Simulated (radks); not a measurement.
# The Coulomb parameter U of the 3d shell of Cu²⁺

Aim: U as the second difference [E(n + 0.25) + E(n − 0.25) − 2E(n)]/0.25², with all orbitals relaxed. Bare: the atom's charge changes with n. Screened: the 4s shell takes up the change. The start is a model configuration, not necessarily the ground state.

Method: scalar-relativistic Kohn-Sham, PBE, spin-unpolarised, spherical densities, point nucleus. Code: radks (a radial shooting solver on a logarithmic mesh, Libxc functionals) version 1.

**1. What is computed**

```
element       : copper (Z = 29)
charge        : +2
electrons     : 27
configuration : [Ar] 3d8 4s1
```

The outer shells:

Cu²⁺
```
[Ar] core
3d [↑↓][↑↓][↑↓][↑ ][↑ ]
4s [↑ ]
```

**2. Start: [Ar] 3d8 4s1**

The run's settings:

```text
Z 29
configuration [Ar] 3d8 4s1
relativity scalar-relativistic
functional pbe,pbe
spin unpolarised
nucleus point
c 137.035999084
```

**3. Bare +0.25: [Ar] 3d8.25 4s1**

The run's settings:

```text
Z 29
configuration [Ar] 3d8.25 4s1
relativity scalar-relativistic
functional pbe,pbe
spin unpolarised
nucleus point
c 137.035999084
```

**4. Bare -0.25: [Ar] 3d7.75 4s1**

The run's settings:

```text
Z 29
configuration [Ar] 3d7.75 4s1
relativity scalar-relativistic
functional pbe,pbe
spin unpolarised
nucleus point
c 137.035999084
```

**5. Screened +0.25: [Ar] 3d8.25 4s0.75**

The run's settings:

```text
Z 29
configuration [Ar] 3d8.25 4s0.75
relativity scalar-relativistic
functional pbe,pbe
spin unpolarised
nucleus point
c 137.035999084
```

**6. Screened -0.25: [Ar] 3d7.75 4s1.25**

The run's settings:

```text
Z 29
configuration [Ar] 3d7.75 4s1.25
relativity scalar-relativistic
functional pbe,pbe
spin unpolarised
nucleus point
c 137.035999084
```

Before running it: what results should come out?

As calculated:

```tsv
quantity	value (eV)
U, bare	19.205
U, screened by 4s	4.982
F0(3d,3d), frozen orbitals	29.046
```

What this shows: Relaxing the orbitals brings U down to 66 % of the Slater integral F0. Letting 4s compensate leaves 26 % of the bare value; this second difference measures U(3d,3d) + U(4s,4s) − 2U(3d,4s). A solid screens further than the bare atom, so the bare value is an upper guide for the U of a crystal.
